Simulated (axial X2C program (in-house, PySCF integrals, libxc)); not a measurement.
# CaH⁻: properties at the nuclei

Wanted for CaH⁻: properties at the nuclei, at the two-component level.

The runs use an in-house X2C program for linear molecules on PySCF integrals; two-component X2C with atomic mean-field terms, Ca dyall-acv3z, H dyall-av3z.

All values are calculated.

## Step 1: Set-up

Contents of task.json:

```json
{
 "zs": [
  20,
  1
 ],
 "q": -1,
 "bas": [
  "dyall-acv3z",
  "dyall-av3z"
 ],
 "r0": 2.03,
 "levels": [
  "PBE0",
  "HF",
  "LDA",
  "PBE50",
  "PBE"
 ],
 "nst": 3
}
```

Keys: zs atomic numbers; q charge; bas basis sets; r0 starting distance in Å; levels methods (HF also brings MP2); nst determinants followed.

The run is started by

```sh
$ python soeom.py task.json out
```

Nuclei are Gaussian, cores are contracted, and the Gaunt term is on.

## Step 2: Expectation values, lowest determinant

R = 2.086 Å. State: Ω = 0 (closed shell).

Output of the PBE0 run:

```text
two-component X2C + atomic mean field  PBE0
basis functions 147  fitting functions 512  grid points 5069
iter        total energy     max residual
   1       -679.530854019     3.68e+00
   2       -680.448920845     2.00e+00
   3       -680.725154657     2.72e-01
   4       -680.740260966     1.77e-01
   5       -680.750695156     2.76e-02
   6       -680.750959954     1.70e-02
   7       -680.751046665     5.80e-03
   8       -680.751055296     7.40e-04
   9       -680.751057984     1.31e-03
  10       -680.751059250     3.75e-04
  11       -680.751059571     9.67e-05
  12       -680.751059697     6.62e-05
  13       -680.751059739     5.25e-05
  14       -680.751059761     3.81e-05
  15       -680.751059772     1.58e-05
  16       -680.751059776     1.17e-05
  17       -680.751059777     5.94e-06
converged
one-electron -945.07818175  Coulomb 295.98986581  exact exchange -8.97477048  xc functional -27.62476375  nuclear repulsion 5.07360701  atomic mean-field constant -0.13681660
```

The highest occupied spinor is 53% Ca s, 29% Ca p, 8% H s.

```
level  qzz Ca (a.u.)  qzz H (a.u.)
 PBE0          -1.01          0.03
   HF          -1.10          0.04
  LDA          -0.97          0.03
PBE50          -1.05          0.04
  PBE          -0.95          0.03
```

Eeff is the effective electric field on the electron dipole moment in this Ω state and Ws the scalar–pseudoscalar constant (defined with the proton number Z and per Ω); A∥ is the parallel hyperfine constant, which follows by multiplying with the nuclear g factor gI = μI/(I μN); qzz is the electric field gradient, eQq0 = 234.96 MHz × Q/barn × qzz. The operators were transformed with the bare-nucleus X2C matrices.

## Step 3: Expectation values, a higher determinant

R = 2.086 Å. State: Ω = 2 (excess of +ω over −ω: ω = 1/2, ω = 3/2), 0.59 eV above the lowest in the PBE0 search for states (made at or near this distance, with looser thresholds).

Output of the PBE0 run:

```text
two-component X2C + atomic mean field  PBE0
basis functions 147  fitting functions 512  grid points 5069
iter        total energy     max residual
   1       -679.608929356     3.81e+00
   2       -680.306799477     2.37e+00
   3       -680.655949210     2.34e-01
   4       -680.714239288     2.44e-01
   5       -680.727447739     4.18e-02
   6       -680.728412623     2.44e-02
   7       -680.728710513     5.26e-03
   8       -680.728741166     2.72e-03
   9       -680.728750927     8.98e-04
  10       -680.728753272     6.44e-04
  11       -680.728754087     3.17e-04
  12       -680.728754401     2.23e-04
  13       -680.728754581     1.57e-04
  14       -680.728754686     5.48e-05
  15       -680.728754739     1.54e-04
  16       -680.728754762     1.06e-04
  17       -680.728754770     2.32e-05
  18       -680.728754772     1.13e-05
  19       -680.728754772     6.31e-06
converged
one-electron -944.19519147  Coulomb 295.10483332  exact exchange -8.97302573  xc functional -27.60216129  nuclear repulsion 5.07360701  atomic mean-field constant -0.13681660
```

The highest occupied spinor is 91% Ca p, 7% Ca d.

```
level  Eeff magnitude (GV/cm)  Ws magnitude Ca (kHz)  A∥/gI Ca (MHz)  qzz Ca (a.u.)  A∥/gI H (MHz)  qzz H (a.u.)
 PBE0                   0.229                 0.0431             183          -0.67           6.27          0.03
   HF                   0.235                 0.0445             179          -0.80           4.84          0.04
  LDA                   0.232                 0.0438             213          -0.67           6.41          0.03
PBE50                    0.23                 0.0435             181          -0.69           5.72          0.04
  PBE                    0.22                 0.0415             184          -0.66           6.72          0.03
```

## Step 4: Expectation values, a higher determinant

R = 2.086 Å. State: Ω = 1 (excess of +ω over −ω: 2 × ω = 1/2), 0.81 eV above the lowest in the PBE0 search for states (made at or near this distance, with looser thresholds).

Output of the PBE0 run:

```text
two-component X2C + atomic mean field  PBE0
basis functions 147  fitting functions 512  grid points 5069
iter        total energy     max residual
   1       -679.592091335     3.89e+00
   2       -680.284920102     2.45e+00
   3       -680.641392200     2.37e-01
   4       -680.703018314     2.76e-01
   5       -680.718681460     4.85e-02
   6       -680.719931258     2.31e-02
   7       -680.720253289     5.61e-03
   8       -680.720293016     3.11e-03
   9       -680.720306297     2.31e-03
  10       -680.720309413     2.65e-03
  11       -680.720310886     1.82e-03
  12       -680.720311435     4.53e-04
  13       -680.720311658     1.37e-04
  14       -680.720311779     1.92e-04
  15       -680.720311864     7.67e-05
  16       -680.720311908     8.63e-05
  17       -680.720311942     8.88e-05
  18       -680.720311956     7.34e-05
  19       -680.720311965     2.55e-05
  20       -680.720311974     2.50e-05
  21       -680.720311981     1.69e-05
  22       -680.720311985     1.33e-05
  23       -680.720311986     1.17e-05
  24       -680.720311986     5.35e-06
converged
one-electron -943.51481688  Coulomb 294.41017030  exact exchange -8.96515534  xc functional -27.58730047  nuclear repulsion 5.07360701  atomic mean-field constant -0.13681660
```

The highest occupied spinor is 83% Ca p, 13% Ca d, 3% Ca s.

```
level  Eeff magnitude (GV/cm)  Ws magnitude Ca (kHz)  A∥/gI Ca (MHz)  qzz Ca (a.u.)  A∥/gI H (MHz)  qzz H (a.u.)
 PBE0                   0.251                 0.0944             412          -0.92           14.6          0.03
   HF                   0.328                  0.123             406          -1.10           13.4          0.04
  LDA                   0.223                  0.084             422          -0.93           14.9          0.03
PBE50                   0.289                  0.108             455          -0.95           13.6          0.03
  PBE                   0.221                 0.0831             378          -0.91           15.1          0.03
```

## Step 5: What came out

| quantity | value |
| --- | --- |
| lowest determinant | Ω = 0 (closed shell) |
| qzz Ca (a.u.), PBE0 | -1.01 |
| qzz H (a.u.), PBE0 | 0.03 |
| higher determinant | Ω = 2 (excess of +ω over −ω: ω = 1/2, ω = 3/2) |
| Eeff magnitude (GV/cm), PBE0, higher determinant | 0.229 |
| Ws magnitude Ca (kHz), PBE0, higher determinant | 0.0431 |
| A∥/gI Ca (MHz), PBE0, higher determinant | 183 |
| qzz Ca (a.u.), PBE0, higher determinant | -0.67 |
| higher determinant | Ω = 1 (excess of +ω over −ω: 2 × ω = 1/2) |
| Eeff magnitude (GV/cm), PBE0, higher determinant | 0.251 |
| Ws magnitude Ca (kHz), PBE0, higher determinant | 0.0944 |
| A∥/gI Ca (MHz), PBE0, higher determinant | 412 |
| qzz Ca (a.u.), PBE0, higher determinant | -0.92 |

In words: The expectation values come from single determinants, which for open shells can mix terms of unlike spin or miss the lowest Ω, so a determinant need not be a state. Eeff is the effective electric field on the electron dipole moment in this Ω state and Ws the scalar–pseudoscalar constant (defined with the proton number Z and per Ω); A∥ is the parallel hyperfine constant, which follows by multiplying with the nuclear g factor gI = μI/(I μN); qzz is the electric field gradient, eQq0 = 234.96 MHz × Q/barn × qzz. The operators were transformed with the bare-nucleus X2C matrices.
